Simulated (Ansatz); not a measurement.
# ClH3SeSi: relaxed scan of one distance in Python

Aim: a relaxed scan of one distance, for ClH3SeSi, run from a script. SMILES: Cl[SiH2][SeH].

All numbers are computed with the Python package of Ansatz 0.2.0. Level of theory: B3LYP+D4/def2-SVP.

### Step 1. Starting point

Bond lengths: Cl1–Si2 2.040 Å, Si2–Se3 2.257 Å, Si2–H4 1.477 Å, Si2–H5 1.481 Å, Se3–H6 1.558 Å. Angles: Cl1–Si2–Se3 108.6°, Cl1–Si2–H4 111.7°, Cl1–Si2–H5 110.8°, Se3–Si2–H4 108.3°, Se3–Si2–H5 110.0°, H4–Si2–H5 107.3°, Si2–Se3–H6 91.0°.

The script holds or builds the structure itself.

### Step 2. The script

clh3sesi.py reads:

```python
"""One bond of ClH3SeSi held at set lengths while the rest relaxes."""

import ansatz as az
import numpy as np

GEOMETRY = """
Cl   -2.38850    0.10660   -0.11170
Si   -0.37080   -0.06100   -0.35970
Se    0.63360    0.31080    1.62660
H     0.01270   -1.40820   -0.82860
H     0.11820    0.91120   -1.36400
H     2.03680    0.07650    0.99120
"""


def main() -> None:
    mol = az.Crystal.molecule()
    for line in GEOMETRY.strip().splitlines():
        symbol, *xyz = line.split()
        mol = mol.atom(symbol, [float(v) for v in xyz])

    calculation = (
        mol.calculation()
        .basis(gaussian="def2-SVP")
        .functional("b3lyp", dispersion="d4")
    )
    symbols = [site.symbol for site in mol.cartesian_sites]
    pairs = [(0, 1), (1, 2), (1, 3), (1, 4), (2, 5)]
    print("held (A)   E (eV)        ", "  ".join(f"{symbols[i]}{i}-{symbols[j]}{j}" for i, j in pairs))
    for length in [1.36, 1.48, 1.6, 1.77, 1.99]:
        report = calculation.relax(constraints=[az.DistanceConstraint((1, 3), at=length)], force_tolerance=0.02, max_steps=60).run().report
        xyz = np.array(report["positions_ang"])
        print(f"{length:6.2f} {report['free_energy_ev']:14.5f}  ", "  ".join(f"{np.linalg.norm(xyz[i] - xyz[j]):.3f}" for i, j in pairs))


if __name__ == "__main__":
    main()
```

### Step 3. The input behind the calls

The package turns the script's settings into the engine's input (first run):

```yaml
crystal:
  periodic: [false, false, false]
  atoms:
    - { symbol: Cl, position_ang: [-2.3885, 0.1066, -0.1117] }
    - { symbol: Si, position_ang: [-0.3708, -0.061, -0.3597] }
    - { symbol: Se, position_ang: [0.6336, 0.3108, 1.6266] }
    - { symbol: H, position_ang: [0.0127, -1.4082, -0.8286] }
    - { symbol: H, position_ang: [0.1182, 0.9112, -1.364] }
    - { symbol: H, position_ang: [2.0368, 0.0765, 0.9912] }
basis:
  gaussian:
    orbitals: def2-SVP
hamiltonian:
  xc: b3lyp
  dispersion: d4
relax:
  f_tol: 0.02
  max_steps: 60
  constraints:
    - { distance: [1, 3], at: 1.36 }
```

### Step 4. Running it

Run with:

```
$ python clh3sesi.py
```

The program printed:

```text
held (A)   E (eV)         Cl0-Si1  Si1-Se2  Si1-H3  Si1-H4  Se2-H5
DeckWarning: relax.constraints: the input's atoms, or those drawn, lie off the distances that are held; a relaxation that starts there is brought onto them ahead of its first SCF, by positions alone, an atom by 5.86e-2 Å at the most. With the symmetry detection on, the symmetry is detected on the input's atoms as so brought (as typed, where only the drawn atoms reach the distances), and notices that speak of the structure as typed mean those atoms
  1.36   -85788.15314   2.076  2.296  1.360  1.487  1.479
  1.48   -85788.32650   2.075  2.295  1.480  1.487  1.479
  1.60   -85788.23039   2.073  2.292  1.600  1.486  1.479
  1.77   -85787.86556   2.070  2.288  1.770  1.486  1.479
  1.99   -85787.21571   2.066  2.283  1.990  1.484  1.479
```

(Warnings from the package without file and line, repeats left out.)

It took 2 min on 1 thread of Arm Neoverse V1, shared host; peak memory 0.25 GiB.

### Step 5. The runs side by side

The 5 runs, in the order started:

```
run  distance (Å)  energy from run 2 (eV)  SCF cycles in all  CPU time (s)
  1          1.36                  0.1734                 52            19
  2          1.48                  0.0000                 52            20
  3          1.60                  0.0961                 59            24
  4          1.77                  0.4609                 59            24
  5          1.99                  1.1108                 63            28
```

### Step 6. The relaxation of run 1, step by step

Step by step:

```csv
step,energy from step 1 (eV),largest force component (eV/Å)
1,0.0000,1.3024
2,-0.0539,0.3523
3,-0.0819,0.1273
4,-0.0838,0.0720
5,-0.0841,0.0102
```

Step 1 is the start.

Before: Bond lengths: Cl1–Si2 2.040 Å, Si2–Se3 2.257 Å, Si2–H4 1.477 Å, Si2–H5 1.481 Å, Se3–H6 1.558 Å. Angles: Cl1–Si2–Se3 108.6°, Cl1–Si2–H4 111.7°, Cl1–Si2–H5 110.8°, Se3–Si2–H4 108.3°, Se3–Si2–H5 110.0°, H4–Si2–H5 107.3°, Si2–Se3–H6 91.0°.

After: Bond lengths: Cl1–Si2 2.076 Å, Si2–Se3 2.296 Å, Si2–H4 1.360 Å, Si2–H5 1.487 Å, Se3–H6 1.479 Å. Angles: Cl1–Si2–Se3 105.8°, Cl1–Si2–H4 108.8°, Cl1–Si2–H5 108.6°, Se3–Si2–H4 111.6°, Se3–Si2–H5 111.4°, H4–Si2–H5 110.4°, Si2–Se3–H6 92.1°.

### Step 7. Path of the relaxation of run 5

The steps of the relaxation:

```csv
step,energy from step 1 (eV),largest force component (eV/Å)
1,0.0000,2.2622
2,-0.4511,0.4295
3,-0.4744,0.2250
4,-0.4814,0.1509
5,-0.4837,0.0465
6,-0.4839,0.0351
7,-0.4843,0.0099
```

Step 1 is the start.

Before: Bond lengths: Cl1–Si2 2.040 Å, Si2–Se3 2.257 Å, Si2–H4 1.477 Å, Si2–H5 1.481 Å, Se3–H6 1.558 Å. Angles: Cl1–Si2–Se3 108.6°, Cl1–Si2–H4 111.7°, Cl1–Si2–H5 110.8°, Se3–Si2–H4 108.3°, Se3–Si2–H5 110.0°, H4–Si2–H5 107.3°, Si2–Se3–H6 91.0°.

After: Bond lengths: Cl1–Si2 2.066 Å, Si2–Se3 2.283 Å, Si2–H5 1.484 Å, Se3–H6 1.479 Å. Angles: Cl1–Si2–Se3 106.7°, Cl1–Si2–H5 109.4°, Se3–Si2–H5 113.5°, Si2–Se3–H6 91.9°.

### Step 8. Results

```
                  quantity     value
             runs compared         5
           range of energy  1.111 eV
lowest point, distance (Å)      1.48
```

**Reading.** The lowest point, at 1.48, lies inside the range. The ends stand 0.173 and 1.11 eV above it. The distance scanned is the script's pair 1, 3. Run 1: The relaxation took 4 moves; the largest shift is 0.091 Å, of atom 4 (H). Run 5: The relaxation took 6 moves; the largest shift is 0.442 Å, of atom 4 (H). The energies are electronic: no zero-point or thermal terms, and the basis set is short of its limit. b3lyp holds the VWN-RPA fit, as in Gaussian; the form of ORCA and Turbomole is b3lyp5.
